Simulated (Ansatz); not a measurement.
# BrFH2NSi: the cost of one run

Computed with Ansatz 0.2.0, driven from Python. Level of theory: CAM-B3LYP/def2-TZVP.

### Step 1. The structure

Bond lengths: N1–Si2 1.642 Å, Si2–F3 1.572 Å, Si2–Br4 2.159 Å, N1–H5 1.018 Å, N1–H6 1.031 Å. Angles: N1–Si2–F3 102.1°, N1–Si2–Br4 106.4°, F3–Si2–Br4 106.9°, Si2–N1–H5 110.4°, Si2–N1–H6 112.2°, H5–N1–H6 104.0°.

No structure file is read: the coordinates are typed or built in the script.

### Step 2. Script

tae_brfh2nsi.py

```python
from collections import Counter

import ansatz


def energy_of(molecule, charge=0, unpaired=0):
    calc = (
        molecule.calculation()
        .basis(gaussian="def2-TZVP")
        .functional("CAM-B3LYP")
    )
    if charge:
        calc = calc.charge(charge)
    if unpaired:
        calc = calc.spin("collinear", total=unpaired)
    return calc.run(threads=1, pin="off").report["free_energy_ev"]


def main() -> None:
    system = (
        ansatz.Crystal.molecule()
        .atom("N", [-0.4367, 0.7448, -0.454])
        .atom("Si", [0.3556, -0.6911, -0.5324])
        .atom("F", [1.6793, -0.3813, 0.2571])
        .atom("Br", [-0.7806, -2.0801, 0.6675])
        .atom("H", [-0.9869, 0.8006, 0.4012])
        .atom("H", [0.2114, 1.5431, -0.3857])
    )

    unpaired = {"N": 3, "Si": 2, "F": 1, "Br": 1, "H": 1}
    counts = Counter(site.symbol for site in system.cartesian_sites)
    atom_energy = {s: energy_of(ansatz.Crystal.molecule().atom(s, (0, 0, 0)), 0, unpaired[s]) for s in counts}
    whole = energy_of(system, 0, 1)
    for s, e in atom_energy.items():
        print(f"{s:2s} x{counts[s]}  {e:14.5f} eV")
    print(f"BrFH2NSi: {whole:.5f} eV")
    split = sum(counts[s] * e for s, e in atom_energy.items()) - whole
    print(f"atomisation energy (no zero-point term): {split:.3f} eV, {split / sum(counts.values()):.3f} eV an atom")


if __name__ == "__main__":
    main()
```

### Step 3. What the engine is handed

The engine receives this input (first run):

```yaml
crystal:
  periodic: [false, false, false]
  atoms:
    - { symbol: "N", position_ang: [0.0, 0.0, 0.0] }
basis:
  gaussian:
    orbitals: def2-TZVP
hamiltonian:
  xc: cam_b3lyp
magnetization:
  spin_polarized: true
  initial_magnetization: 3.0
```

### Step 4. Launch

On the command line:

```bash
python tae_brfh2nsi.py
```

**Question.** How long does this script take on 1 thread of Arm Neoverse V2, shared host, and how much memory does it need?

About 11 s, with a peak of 0.6 GiB.
